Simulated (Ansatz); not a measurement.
**WSCl4: small, medium and large basis sets**

One table from this session's results is given with a row withheld; the runs are named, their logs left out.

The runs use Ansatz 0.2.0, Gaussian basis; one geometry, several basis sets.

Plan: PBE0-D4/def2-SVP; ωB97M-V/def2-SVP; PBE0-D4/def2-QZVPP; ωB97M-V/def2-QZVPP; the functionals' def2-TZVPP values are taken from earlier runs.

## The relaxed structure

An earlier PBE0-D4 in a triple-zeta def2 set relaxation fixed the geometry. W takes the def2 core potential; no spin-orbit term is included.

SMILES `[S]=[W]([Cl])([Cl])([Cl])[Cl]`, 6 atoms, charge 0, spin multiplicity 1.

Atoms are counted from 1 here; the program's logs count them from 0.

Bond lengths: S1–W2 2.084 Å, W2–Cl3 2.286 Å, W2–Cl4 2.286 Å, W2–Cl5 2.286 Å, W2–Cl6 2.286 Å. Angles: S1–W2–Cl3 104.5°, S1–W2–Cl4 104.5°, S1–W2–Cl5 104.5°, S1–W2–Cl6 104.5°, Cl3–W2–Cl4 86.4°, Cl3–W2–Cl5 151.0°, Cl3–W2–Cl6 86.4°, Cl4–W2–Cl5 86.4°, Cl4–W2–Cl6 150.9°, Cl5–W2–Cl6 86.4°.

As a file:

```xyz
6
charge 0, multiplicity 1
S    -1.0079    0.0960   -1.8647
W    -0.0096   -0.0089   -0.0382
Cl   -1.6056   -0.6937    1.4486
Cl    0.7902   -2.1485    0.0560
Cl    2.1353    0.6181   -0.5206
Cl   -0.2602    2.0729    0.8727
```

The first run:

File in.yaml:

```yaml
crystal:
  periodic: [false, false, false]
  atoms:
    - {symbol: S, position_ang: [-1.007942, 0.096035, -1.864738]}
    - {symbol: W, position_ang: [-0.009634, -0.008933, -0.038156]}
    - {symbol: Cl, position_ang: [-1.605627, -0.693730, 1.448624]}
    - {symbol: Cl, position_ang: [0.790238, -2.148525, 0.056011]}
    - {symbol: Cl, position_ang: [2.135278, 0.618147, -0.520633]}
    - {symbol: Cl, position_ang: [-0.260214, 2.072907, 0.872692]}
basis:
  gaussian: {orbitals: def2-SVP}
hamiltonian: {xc: pbe0, dispersion: d4}
output: {orbitals: {seedname: orbitals}}
```

Started as:

```console
ansatz run in.yaml --threads 4 --pin off --events-out ev --progress --plain --max-ram 11315MiB
```

Among the steps run: PBE0-D4 in def2-SVP; ωB97M-V in def2-SVP; PBE0-D4 in def2-QZVPP; ωB97M-V in def2-QZVPP.

One table of the session follows, with a row left open; its other results are not shown here.

It belongs to the step «Density functionals: the series». 

| functional | basis | HOMO (eV) | LUMO (eV) |
| --- | --- | --- | --- |
| PBE0-D4 | def2-SVP | -8.79 | -4.70 |
| PBE0-D4 | def2-TZVPP | -8.75 | -4.60 |
| PBE0-D4 | def2-QZVPP | -8.76 | -4.61 |
| ωB97M-V | def2-SVP | ? | ? |
| ωB97M-V | def2-TZVPP | -10.91 | -2.60 |
| ωB97M-V | def2-QZVPP | -10.93 | -2.63 |

**Question.** Estimate the row for ωB97M-V, def2-SVP.

As computed: HOMO (eV): -10.91; LUMO (eV): -2.65.
